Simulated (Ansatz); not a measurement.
**CH₆S₂Si: how energies converge with the basis set**

One table from this session's results is given with a row withheld; the runs are named, their logs left out.

Program: Ansatz 0.2.0, Gaussian basis. Level of theory: one geometry, several basis sets. These are calculated values, not measurements.

Plan: PBE0-D4/def2-SVP; ωB97M-V/def2-SVP; PBE0-D4/def2-QZVPP; ωB97M-V/def2-QZVPP; the functionals' def2-TZVPP values are taken from earlier runs.

### The relaxed structure

An earlier PBE0-D4 in a triple-zeta def2 set relaxation fixed the geometry.

SMILES `SC[SiH2]S`, 10 atoms, charge 0, spin multiplicity 1.

Atoms are counted from 1 here; the program's logs count them from 0.

Bond lengths: S1–C2 1.812 Å, S1–H5 1.344 Å, C2–Si3 1.877 Å, C2–H6 1.092 Å, C2–H7 1.094 Å, Si3–S4 2.139 Å, Si3–H8 1.483 Å, Si3–H9 1.487 Å, S4–H10 1.344 Å. Angles: C2–S1–H5 96.4°, S1–C2–Si3 111.7°, S1–C2–H6 110.7°, S1–C2–H7 105.5°, Si3–C2–H6 112.7°, Si3–C2–H7 108.5°, H6–C2–H7 107.5°, C2–Si3–S4 112.3°, C2–Si3–H8 108.8°, C2–Si3–H9 110.3°, S4–Si3–H8 110.0°, S4–Si3–H9 104.6°, H8–Si3–H9 110.7°, Si3–S4–H10 94.2°.

The first run:

Contents of in.yaml:

```yaml
crystal:
  periodic: [false, false, false]
  atoms:
    - {symbol: S, position_ang: [-1.894515, -0.790267, -0.131246]}
    - {symbol: C, position_ang: [-0.194503, -1.091582, 0.418049]}
    - {symbol: Si, position_ang: [0.822397, 0.485838, 0.427623]}
    - {symbol: S, position_ang: [0.818202, 1.467656, -1.472656]}
    - {symbol: H, position_ang: [-1.577768, -0.332973, -1.354625]}
    - {symbol: H, position_ang: [0.266130, -1.885870, -0.172289]}
    - {symbol: H, position_ang: [-0.280529, -1.454731, 1.446608]}
    - {symbol: H, position_ang: [0.284643, 1.394410, 1.469333]}
    - {symbol: H, position_ang: [2.253195, 0.176359, 0.686790]}
    - {symbol: H, position_ang: [-0.414152, 1.980061, -1.314688]}
basis:
  gaussian: {orbitals: def2-SVP}
hamiltonian: {xc: pbe0, dispersion: d4}
output: {orbitals: {seedname: orbitals}}
```

Launch:

```bash
ansatz run in.yaml --threads 2 --pin off --events-out ev --progress --plain --max-ram 4352MiB
```

Steps of the session up to this table: PBE0-D4 in def2-SVP; ωB97M-V in def2-SVP; PBE0-D4 in def2-QZVPP; ωB97M-V in def2-QZVPP.

One table of the session follows, with a row left open; its other results are not shown here.

```
functional       basis  HOMO (eV)  LUMO (eV)
   PBE0-D4    def2-SVP          ?          ?
   PBE0-D4  def2-TZVPP      -6.90       0.17
   PBE0-D4  def2-QZVPP      -6.93      -0.09
   ωB97M-V    def2-SVP      -8.96       2.54
   ωB97M-V  def2-TZVPP      -9.10       1.87
   ωB97M-V  def2-QZVPP      -9.14       1.34
```

**Question.** Estimate the row for PBE0-D4, def2-SVP.

The run gave: HOMO (eV): -6.78; LUMO (eV): 0.60. In the column «HOMO (eV)» it is the highest.
